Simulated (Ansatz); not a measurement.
Run this with Ansatz 0.2.0, Python API and show what comes out.

Script `ni.py`:
```python
"""Variable-cell relaxation of Ni."""

import warnings

import ansatz as az
from ase import Atoms
from ase.neighborlist import neighbor_list
import numpy as np

def edges_and_angles(cell):
    cell = np.asarray(cell)
    a, b, c = np.linalg.norm(cell, axis=1)
    cosines = cell[1] @ cell[2] / (b * c), cell[0] @ cell[2] / (a * c), cell[0] @ cell[1] / (a * b)
    return (a, b, c, *np.degrees(np.arccos(cosines)))


def main() -> None:
    warnings.simplefilter("ignore", az.DeckWarning)

    lattice = az.Lattice.of(
        (-1.38372, 1.38372, 1.38372),
        (1.38372, -1.38372, 1.38372),
        (1.38372, 1.38372, -1.38372),
    )
    sites = [
        ("Ni", (0.0, 0.0, 0.0)),
    ]
    cell = az.Crystal(lattice=lattice)
    for symbol, position in sites:
        cell = cell.atom(symbol, position)
    cell = cell.moments(Ni=1.0)

    # only the volume may change
    calculation = cell.calculation()
    calculation = calculation.functional("lda")
    calculation = calculation.occupations(az.OccupationsMethod.FERMI_DIRAC)
    calculation = calculation.kpoints(17, 17, 17)
    calculation = calculation.spin("collinear").relax(force_tolerance=0.005, fix_cell=["shape"])
    steps = []


    def collect(event):
        if event["event"] == "relax_step":
            steps.append(event["data"])


    result = calculation.session().plan().execute(on_event=collect)
    summary = result.report
    for s in steps:
        flag = "" if s["accepted"] else "  (rejected)"
        print("step %2d  E = %.5f eV  largest force component = %.4f eV/A%s" % (s["step"], s["lagrangian_ev"], s["allowed_force_max_ev_ang"], flag))

    first, last = steps[0], steps[-1]
    symbols = [site.symbol for site in result.lattice.sites]
    print(f"energy gained {first['lagrangian_ev'] - last['lagrangian_ev']:.4f} eV in {len(steps) - 1} steps")
    for label, vectors in (("before", first["cell_ang"]), ("after", result.lattice.cell_ang)):
        print(label, "a b c (A) {:.4f} {:.4f} {:.4f}  angles {:.2f} {:.2f} {:.2f}".format(*edges_and_angles(vectors)), f" V = {abs(np.linalg.det(vectors)):.3f} A^3")
    print("final stress xx yy zz (GPa, compression positive):", np.round(np.diag(summary["stress_gpa"]), 3) + 0.0)

    final = Atoms(symbols, positions=last["positions_ang"], cell=result.lattice.cell_ang, pbc=True)
    i, j, d = neighbor_list("ijd", final, 4.5)
    print("neighbours within 1.2 times the shortest distance of each atom (A)")
    for atom in range(len(final)):
        near = [m for m in np.argsort(d) if i[m] == atom]
        shell = [m for m in near if d[m] < 1.2 * d[near[0]]]
        print(f"{symbols[atom]}{atom} ({len(shell)}):", ", ".join(f"{symbols[j[m]]} {d[m]:.3f}" for m in shell))

    print("relaxed fractional positions")
    for site in result.lattice.sites:
        print(f"  {site.symbol:2s}", " ".join(f"{v % 1:8.5f}" for v in np.round(site.position_frac, 5)))

    print(f"free energy      {summary['free_energy_ev']:.5f} eV")
    print(f"per atom         {summary['free_energy_ev'] / len(result.lattice.sites):.5f} eV")
    print(f"SCF iterations   {summary['n_iterations']}  (converged: {summary['converged']})")


if __name__ == "__main__":
    main()
```

Running `python ni.py` prints:
```text
RunWarning: the starting moments were not kept: the SCF closed with an absolute magnetisation of 7.6e-2 μB, where they sum to 1 μB in size (1 site). That is at most 0.1 of that sum. The system's moment may be that small; this SCF shows only that its start led to no larger one. This SCF took its magnetisation from the state that an earlier stage of the run handed on, and the starting moments (crystal.atoms[].spin, magnetization.per_species, magnetization.initial_magnetization, or on a [...]
step  1  E = -5773.28364 eV  largest force component = 0.0000 eV/A
step  2  E = -5773.29669 eV  largest force component = 0.0000 eV/A
step  3  E = -5773.30194 eV  largest force component = 0.0000 eV/A
step  4  E = -5773.30194 eV  largest force component = 0.0000 eV/A
step  5  E = -5773.30162 eV  largest force component = 0.0000 eV/A
energy gained 0.0180 eV in 4 steps
before a b c (A) 2.3967 2.3967 2.3967  angles 109.47 109.47 109.47  V = 10.598 A^3
after a b c (A) 2.3561 2.3561 2.3561  angles 109.47 109.47 109.47  V = 10.068 A^3
final stress xx yy zz (GPa, compression positive): [-0.001 -0.001 -0.001]
neighbours within 1.2 times the shortest distance of each atom (A)
Ni0 (14): Ni 2.356, Ni 2.356, Ni 2.356, Ni 2.356, Ni 2.356, Ni 2.356, Ni 2.356, Ni 2.356, Ni 2.721, Ni 2.721, Ni 2.721, Ni 2.721, Ni 2.721, Ni 2.721
relaxed fractional positions
  Ni  0.00000  0.00000  0.00000
free energy      -5773.30162 eV
per atom         -5773.30162 eV
SCF iterations   16  (converged: True)
```
(Warnings from the package without file and line, shortened.)

Caveats:
- Absolute energies stand on the zero of these potentials, so only differences at equal settings mean something.
- The SCF didn't keep the moments it started from (some shrank, vanished or turned); what is printed is the state reached.
- Energies along a relaxation are free energies. Rows at an unchanged volume are solved on a plane-wave basis chosen afresh for that cell, so the energy can jump there; the script counts such rows among its steps.
- Edges and angles are those of the cell as typed, here a primitive one, not of the conventional cell.
- This isn't the structure that Ni takes at ambient conditions.
- The script silences the warnings on its input, which a real study should read.
- Run time: 49 s on 1 thread of Arm Neoverse V2 (shared host), peak memory 0.52 GiB.
